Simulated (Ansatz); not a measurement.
# Sb (Antimony): the cost of one run

Method: DFT LDA, frozen-core PAW and all-electron LAPW, scalar-relativistic unless said, in Ansatz 0.2.0.

1 further run of the same task is left out (it didn't finish).

## Step 1: The system as given

Symmetry: R-3m, No. 166, trigonal system. The conventional cell has a = 4.308 Å, b = 4.308 Å, c = 11.274 Å, α = 90.00°, β = 90.00°, γ = 120.00°. Around Sb (site symmetry 3m) lie 3 Sb at 2.91 Å.

Structure file:

```cif
data_structure
_symmetry_space_group_name_H-M 'P 1'
_symmetry_Int_Tables_number 1
_cell_length_a 4.5067
_cell_length_b 4.5067
_cell_length_c 4.5067
_cell_angle_alpha 57.110
_cell_angle_beta 57.110
_cell_angle_gamma 57.110
_cell_volume 60.41
loop_
_atom_site_label
_atom_site_type_symbol
_atom_site_fract_x
_atom_site_fract_y
_atom_site_fract_z
_atom_site_occupancy
Sb1 Sb 0.23349 0.23349 0.23349 1
Sb2 Sb 0.76651 0.76651 0.76651 1
```

Cartesian axes are those of the input's lattice vectors. The structure goes back to a database entry.

## Step 2: Cell and atoms relaxed, PAW

input.yaml reads:

```yaml
crystal:
  lattice:
    - [2.15420000001, 1.24372794989, 3.758]
    - [-2.15420000001, 1.24372794989, 3.758]
    - [0.0, -2.48745589979, 3.758]
  atoms:
    - { symbol: Sb, position: [0.23349, 0.23349, 0.23349] }
    - { symbol: Sb, position: [0.76651, 0.76651, 0.76651] }
kpoints:
  mp_grid: { grid: [14, 14, 14] }
scf:
  occupations: { method: fermi_dirac, width: 0.08 }
hamiltonian:
  xc: lda
  pseudopotentials: { kind: paw }
relax:
  f_tol: 0.002
  max_steps: 80
  cell: {}
output:
  forces: true
  stress: true
```

The run is started by

```bash
$ ansatz run input.yaml --threads 1 --pin off --max-ram 2560MiB --backend cpu --events-out ev --progress --plain --runs-dir out
```

**Question.** How long does this run take on 1 thread of Arm Neoverse V1, shared host, and how much memory does it need?

About 78 s, with a peak of 0.53 GiB.
